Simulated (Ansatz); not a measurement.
SrSn2As2 and its elements: a formation energy from the elements, run with Ansatz 0.2.0, Python API.

The script, `srsn2as2_formation.py`:
```python
"""Formation energy of SrSn2As2 from the elements, after relaxing cells and atoms."""

from collections import Counter
from dataclasses import dataclass
import warnings

import ansatz as az
from ase import Atoms
import numpy as np


@dataclass(frozen=True)
class RunConfig:
    functional: str = "pbesol"
    ecut: int = 550
    max_iterations: int = 70
    kspacing: float = 0.33
    smearing: str = "cold"
    width_ev: float = 0.05


settings = RunConfig()


def ground_state(name, crystal):
    calc = (
        crystal.calculation()
        .functional(settings.functional)
        .basis(settings.ecut)
        .scf(max_iterations=settings.max_iterations)
        .kpoints(spacing=settings.kspacing)  # the mesh must be finer for metals
        .occupations(settings.smearing, width=settings.width_ev)  # smearing steadies the SCF of a metal
        .stress()
    )
    calc = calc.relax(force_tolerance=0.02, max_steps=30, cell=True)
    return calc.run()


def counts(outcome):
    return Counter(site.symbol for site in outcome.lattice.sites)

def formation_energy(outcome, mu):
    n = counts(outcome)
    return (outcome.report["energy_sigma0_ev"] - sum(k * mu[element] for element, k in n.items())) / sum(n.values())


def volume_per_atom(outcome):
    return abs(np.linalg.det(outcome.lattice.cell_ang)) / len(outcome.lattice.sites)

warnings.simplefilter("ignore", az.DeckWarning)

phases = {}
srsn2as2 = (
    az.Lattice.from_parameters(9.234036, 9.234036, 9.234036, alpha=26.31588, beta=26.31588, gamma=26.31588)
    .atom("Sr", (0.7918, 0.7918, 0.7918))
    .atom("Sn", (0.0, 0.0, 0.0))
    .atom("Sn", (0.5831, 0.5831, 0.5831))
    .atom("As", (0.3848, 0.3848, 0.3848))
    .atom("As", (0.2, 0.2, 0.2))
)
phases["SrSn2As2"] = srsn2as2
sr = (
    az.Lattice.fcc(6.0847)
    .space_group(225)
    .atom("Sr", (0.0, 0.0, 0.0))
    .primitive()
)
phases["Sr"] = sr
sn = (
    az.Lattice.fcc(6.466686)
    .space_group(227, origin_choice=1)
    .atom("Sn", (0.0, 0.0, 0.5))
    .primitive()
)
phases["Sn"] = sn
atoms = Atoms(
    ["As", "As"],
    scaled_positions=[
        (0.774, 0.774, 0.774),
        (0.226, 0.226, 0.226),
    ],
    cell=[
        (1.880797, 1.085879, 3.514062),
        (-1.880797, 1.085879, 3.514062),
        (0.0, -2.171757, 3.514062),
    ],
    pbc=True,
)
as_cell = az.Crystal.from_ase(atoms)
phases["As"] = as_cell

done = {}
for name, crystal in phases.items():
    done[name] = ground_state(name, crystal)
    print(f"{name}: {done[name].report['energy_sigma0_ev']:.4f} eV, {len(done[name].lattice.sites)} atoms")

# chemical potentials of the elements at zero temperature
references = {"Sr": "Sr", "Sn": "Sn", "As": "As"}
mu = {element: done[name].report["energy_sigma0_ev"] / len(done[name].lattice.sites) for element, name in references.items()}

target = done["SrSn2As2"]
heat = formation_energy(target, mu)
for element, value in mu.items():
    print(f"mu({element}) = {value:.4f} eV from {references[element]}, {volume_per_atom(done[references[element]]):.2f} A^3/atom")
print(f"formation energy of SrSn2As2: {heat:.4f} eV/atom = {96.4853 * heat:.1f} kJ/mol of atoms")
```

Is SrSn2As2 bound against its elements at this level, and by how much?

The formation energy is -0.578 eV an atom (-55.7 kJ per mole of atoms), so SrSn2As2 lies below the reference phases.

The run itself:

Output of `python srsn2as2_formation.py`:
```text
SrSn2As2: -25020.6208 eV, 5 atoms
Sr: -3492.1849 eV, 1 atoms
Sn: -11899.4737 eV, 2 atoms
RunWarning: on these k-points the computed levels leave a gap of 0.1255 eV at the electron count, 2.5 widths of the cold smearing (0.0500 eV); against the step filling of these same bands (every [...]
As: -9626.0743 eV, 2 atoms
mu(Sr) = -3492.1849 eV from Sr, 52.21 A^3/atom
mu(Sn) = -5949.7369 eV from Sn, 35.00 A^3/atom
mu(As) = -4813.0372 eV from As, 20.84 A^3/atom
formation energy of SrSn2As2: -0.5776 eV/atom = -55.7 kJ/mol of atoms
```
(Warnings from the package without file and line, shortened.)

Caveats:
- Total energies depend on the potentials; only differences at equal settings carry meaning.
- For the metals among these phases the mesh is modest: differences between phases can be off by up to 40 meV an atom.
- The cells come from databases of deposited and of computed structures, and not all need be stable phases.
- The compound is the structure given, not necessarily its lowest; energies are at zero temperature, with no correction for gases. A semilocal functional's error on such energies is often 0.05 to 0.1 eV an atom, and 0.1 to 0.3 eV against gases such as O2 or F2.
- The script silences the warnings on its input, which a real study should read.
- Hardware and time: 85 s on 1 thread of Intel(R) Xeon(R) 6975P-C (Granite Rapids), with other jobs on the host, peak memory 0.64 GiB.
